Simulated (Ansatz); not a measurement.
C3H5Se, SMILES C=CC[Se], a rigid scan of one bond length

Program: the Ansatz DFT code, driven from Python.

The script, `scan_c3h5se.py`:
```python
import ansatz as az
import numpy as np

config = {
    "basis_set": "def2-SVP",
    "functional": "PBE",
    "dispersion": "d4",
}

geometry_ang = [
    ("C", (0.5372, 1.1569, -0.4397)),
    ("C", (-0.0856, 0.4055, 0.4583)),
    ("C", (-0.5302, -0.9925, 0.1148)),
    ("Se", (1.1403, -2.1049, -0.1791)),
    ("H", (0.6816, 0.8401, -1.4777)),
    ("H", (0.7675, 2.2329, -0.1902)),
    ("H", (-0.2479, 0.7986, 1.4589)),
    ("H", (-1.1043, -0.9824, -0.7819)),
    ("H", (-1.07, -1.4006, 1.0196)),
]
molecule = az.Crystal.molecule()
for symbol, xyz in geometry_ang:
    molecule = molecule.atom(symbol, xyz)

symbols = [site.symbol for site in molecule.cartesian_sites]
start = np.array([site.position_ang for site in molecule.cartesian_sites])
axis = (start[7] - start[2]) / np.linalg.norm(start[7] - start[2])
moving = [7]
lengths, energies = [0.91, 0.98, 1.06, 1.17, 1.33, 1.6, 1.92, 2.34], []
for length in lengths:
    xyz = start.copy()
    xyz[moving] += (length - np.linalg.norm(start[7] - start[2])) * axis
    point = az.Crystal.molecule()
    for symbol, place in zip(symbols, xyz):
        point = point.atom(symbol, place.tolist())
    setup = (
        point.calculation()
        .basis(gaussian=config["basis_set"])
        .functional(config["functional"], dispersion=config["dispersion"])
        .spin("collinear", total=1)
    )
    rep = setup.run(threads=1).report
    energies.append(rep["free_energy_ev"])
    print(f"r = {length:6.3f} A  E = {energies[-1]:.5f} eV  <S^2> = {abs(rep['mean_field']['state']['spin_squared']):.3f}")

print("energy above the lowest point (eV):", [round(e - min(energies), 3) for e in energies])
```

`python scan_c3h5se.py` gives:
```text
r =  0.910 A  E = -68515.09359 eV  <S^2> = 0.752
r =  0.980 A  E = -68515.68934 eV  <S^2> = 0.752
r =  1.060 A  E = -68515.97852 eV  <S^2> = 0.752
r =  1.170 A  E = -68515.95373 eV  <S^2> = 0.752
r =  1.330 A  E = -68515.47750 eV  <S^2> = 0.752
r =  1.600 A  E = -68514.35909 eV  <S^2> = 0.752
r =  1.920 A  E = -68513.15499 eV  <S^2> = 0.756
r =  2.340 A  E = -68512.26042 eV  <S^2> = 1.012
energy above the lowest point (eV): [0.885, 0.289, 0.0, 0.025, 0.501, 1.619, 2.824, 3.718]
```

Caveats:
- Total energies depend on the basis set; only differences at equal settings carry meaning.
- The rest of the molecule is held rigid at a force-field or estimated start geometry, and the basis set is modest; single-reference methods fail as a bond breaks.
- The run takes the species as open-shell (spin multiplicity 2), which needn't be its ground state.
- The expectation value of S² is noticeably off S(S+1) in at least one run, so that state is spin-contaminated.
- Spin-orbit coupling of the heavy open-shell atom is left out.
- Run time: 110 s on 1 thread of Arm Neoverse V1, with other jobs on the host, peak memory 0.3 GiB.
